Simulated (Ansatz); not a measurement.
Below is the output of a Python script on the Python package of Ansatz (0.2.0) that makes a geometry optimisation of AlH8NOSi2, SMILES N[SiH](O)[AlH][SiH3]. Write a script that gives it. Use: PBE, cc-pVDZ basis, multiplicity 1.

```xyz
13

N    -0.6371    1.0567    1.9102
Si   -1.3544    0.8487    0.2553
O    -0.8524    2.1153   -0.7931
Al   -0.5280   -1.2125   -0.5840
Si    1.7151   -1.6109   -0.8331
H     0.3542    1.1389    1.8021
H    -0.9540    2.0588    2.2046
H    -2.7811    0.8706    0.3102
H     0.1723    2.0606   -0.7336
H    -1.6495   -2.3566   -0.9572
H     2.0139   -1.8815   -2.2043
H     2.4624   -0.3970   -0.3598
H     2.0591   -2.7258   -0.0025
```

```console
$ python opt_alh8nosi2.py
step   1  E = -26003.563779 eV  largest force component 2.5003 eV/A
step   2  E = -26004.185461 eV  largest force component 0.9801 eV/A
step   3  E = -26004.276630 eV  largest force component 0.8081 eV/A
step   4  E = -26004.303092 eV  largest force component 0.3814 eV/A
step   5  E = -26004.328970 eV  largest force component 0.1854 eV/A
step   6  E = -26004.332131 eV  largest force component 0.0868 eV/A
step   7  E = -26004.334927 eV  largest force component 0.0457 eV/A
step   8  E = -26004.335971 eV  largest force component 0.0593 eV/A
step   9  E = -26004.336798 eV  largest force component 0.0475 eV/A
step  10  E = -26004.337388 eV  largest force component 0.0360 eV/A
step  11  E = -26004.337810 eV  largest force component 0.0621 eV/A
step  12  E = -26004.338316 eV  largest force component 0.0600 eV/A
step  13  E = -26004.338692 eV  largest force component 0.0471 eV/A
step  14  E = -26004.339166 eV  largest force component 0.0413 eV/A
step  15  E = -26004.339668 eV  largest force component 0.0901 eV/A
step  16  E = -26004.340045 eV  largest force component 0.1364 eV/A
step  17  E = -26004.340555 eV  largest force component 0.1300 eV/A
step  18  E = -26004.341557 eV  largest force component 0.0564 eV/A
step  19  E = -26004.342207 eV  largest force component 0.0703 eV/A
step  20  E = -26004.342775 eV  largest force component 0.2638 eV/A
step  21  E = -26004.346782 eV  largest force component 0.3895 eV/A
step  22  E = -26004.382535 eV  largest force component 0.5038 eV/A
step  23  E = -26004.453490 eV  largest force component 0.6913 eV/A
step  24  E = -26004.546709 eV  largest force component 0.8376 eV/A
step  25  E = -26004.594899 eV  largest force component 0.8181 eV/A
step  26  E = -26004.637920 eV  largest force component 0.6162 eV/A
step  27  E = -26004.658429 eV  largest force component 0.5183 eV/A
step  28  E = -26004.655892 eV  largest force component 0.4994 eV/A
step  29  E = -26004.690057 eV  largest force component 0.0928 eV/A
step  30  E = -26004.697006 eV  largest force component 0.0964 eV/A
step  31  E = -26004.701446 eV  largest force component 0.0971 eV/A
step  32  E = -26004.703500 eV  largest force component 0.0715 eV/A
step  33  E = -26004.705224 eV  largest force component 0.0608 eV/A
step  34  E = -26004.706773 eV  largest force component 0.0532 eV/A
step  35  E = -26004.707849 eV  largest force component 0.0910 eV/A
step  36  E = -26004.708882 eV  largest force component 0.0825 eV/A
step  37  E = -26004.710289 eV  largest force component 0.0900 eV/A
step  38  E = -26004.711326 eV  largest force component 0.0644 eV/A
step  39  E = -26004.712133 eV  largest force component 0.0959 eV/A
step  40  E = -26004.712876 eV  largest force component 0.0692 eV/A
step  41  E = -26004.713598 eV  largest force component 0.0196 eV/A
step  42  E = -26004.714128 eV  largest force component 0.0173 eV/A
step  43  E = -26004.714279 eV  largest force component 0.0367 eV/A
step  44  E = -26004.714398 eV  largest force component 0.0171 eV/A
E = -26004.714448 eV = -955.6556293 Ha
converged: True  doubts: none
pair        before    after (A)
N0-Si1       1.8156   1.9486
N0-Al3       3.3738   2.0625
N0-H5        1.0006   1.0312
N0-H6        1.0915   1.0304
Si1-O2       1.7191   1.7145
Si1-Al3      2.3740   2.4227
Si1-H7       1.4279   1.5146
O2-H8        1.0279   0.9767
Al3-Si4      2.2918   2.4634
Al3-H9       1.6450   1.6061
Si4-H10      1.4292   1.5156
Si4-H11      1.5020   1.5202
Si4-H12      1.4322   1.5164
```

One script that gives this output:

The script, `opt_alh8nosi2.py`:
```python
# -*- coding: utf-8 -*-
'''Relax the AlH8NOSi2 molecule.'''

import itertools

import ansatz as az
from ase.data import atomic_numbers, covalent_radii
import numpy as np

geometry_ang = [
    ('N', (-0.6371, 1.0567, 1.9102)),
    ('Si', (-1.3544, 0.8487, 0.2553)),
    ('O', (-0.8524, 2.1153, -0.7931)),
    ('Al', (-0.528, -1.2125, -0.584)),
    ('Si', (1.7151, -1.6109, -0.8331)),
    ('H', (0.3542, 1.1389, 1.8021)),
    ('H', (-0.954, 2.0588, 2.2046)),
    ('H', (-2.7811, 0.8706, 0.3102)),
    ('H', (0.1723, 2.0606, -0.7336)),
    ('H', (-1.6495, -2.3566, -0.9572)),
    ('H', (2.0139, -1.8815, -2.2043)),
    ('H', (2.4624, -0.397, -0.3598)),
    ('H', (2.0591, -2.7258, -0.0025)),
]
geometry = az.Crystal.molecule()
for symbol, xyz in geometry_ang:
    geometry = geometry.atom(symbol, xyz)

base = (
    geometry.calculation()
    .basis(gaussian='cc-pVDZ')
    .functional('pbe')
)
symbols = [site.symbol for site in geometry.cartesian_sites]
start = np.array([site.position_ang for site in geometry.cartesian_sites], dtype=float)
def progress(event):
    if event['event'] == 'relax_step':
        row = event['data']
        print(f'step {row["step"]:3d}  E = {row["lagrangian_ev"]:.6f} eV  largest force component {row["allowed_force_max_ev_ang"]:.4f} eV/A')


rep = base.relax(force_tolerance=0.02, max_steps=100).session().plan().execute(on_event=progress).report
end = np.array(rep['positions_ang'])

print(f'E = {rep["free_energy_ev"]:.6f} eV = {rep["free_energy_ev"] / 27.211386246:.7f} Ha')
print('converged:', rep['converged'], ' doubts:', rep['published_state_doubts'] or 'none')

# pairs closer than 1.2 times the sum of covalent radii, before or after
radius = [covalent_radii[atomic_numbers[s]] for s in symbols]
span = lambda where, i, j: np.linalg.norm(where[i] - where[j])
bonded = [(i, j) for i, j in itertools.combinations(range(len(symbols)), 2) if min(span(start, i, j), span(end, i, j)) < 1.2 * (radius[i] + radius[j])]
print('pair        before    after (A)')
for i, j in bonded:
    print(f'{symbols[i]}{i}-{symbols[j]}{j}'.ljust(10), f'{span(start, i, j):8.4f} {span(end, i, j):8.4f}')
with open('alh8nosi2_opt.xyz', 'w') as handle:
    handle.write(f'{len(symbols)}\nrelaxed AlH8NOSi2\n')
    handle.writelines(f'{s:2s} {x:11.6f} {y:11.6f} {z:11.6f}\n' for s, (x, y, z) in zip(symbols, end))
```

What to keep in mind:
- Total energies depend on the basis set; only differences at equal settings carry meaning.
- The end point is the stationary point reached from this start; no frequency run checks that it is a minimum, and the basis set is modest.
- The bonding changed during the relaxation, so the end is another isomer than the start names.
- Wall time of the script: 4.4 min on 1 thread of Arm Neoverse V1, with other jobs on the host, peak memory 0.25 GiB.
